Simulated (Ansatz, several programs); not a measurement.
AlN (wurtzite), relaxed with PBE in Ansatz (plane waves, PAW): the symmetry is P6_3mc (No. 186, hexagonal); conventional cell a = 3.130 Å, c = 5.018 Å, 10.64 Å³ an atom. Al has 4 N at 1.90–1.91 Å; N has 4 Al at 1.90–1.91 Å. The cell was then scaled with its shape and fractional coordinates held, which makes it stiffer than a relaxed compression. No spin polarisation and no zero-point or thermal motion.

| V (Å³/atom) | E (meV/atom) |
| --- | --- |
| 10.006 | 25.63 |
| 10.325 | 6.08 |
| 10.645 | 0.00 |
| 11.283 | 20.99 |

Question: Pass a cubic E = c₀ + c₁u + c₂u² + c₃u³, with u = V − 10.565 Å³, through these points.

Answer: c₀ = 0.35, c₁ = -9.072, c₂ = 59.418, c₃ = -9.3963 (meV and Å³).

Question: Where is the minimum, and what bulk modulus follows?

Answer: dE/du = 0 at u = +0.078, so V₀ = 10.64 Å³. B = V₀ d²E/dV² = 10.64 × (2c₂ + 6c₃u) = 10.64 × 114.451 = 1218 meV/Å³, and 1 meV/Å³ is 0.16022 GPa: 195 GPa. A third-order Birch-Murnaghan fit to all five points gives 10.65 Å³ and 194 GPa.

Question: Predict the energy and the pressure at the withheld volume, 10.964 Å³.

Answer: With u = +0.399: E ≈ 5.59 meV and P = −dE/dV ≈ -5.42 GPa. The run gives 5.46 meV and, from its stress, -5.39 GPa.
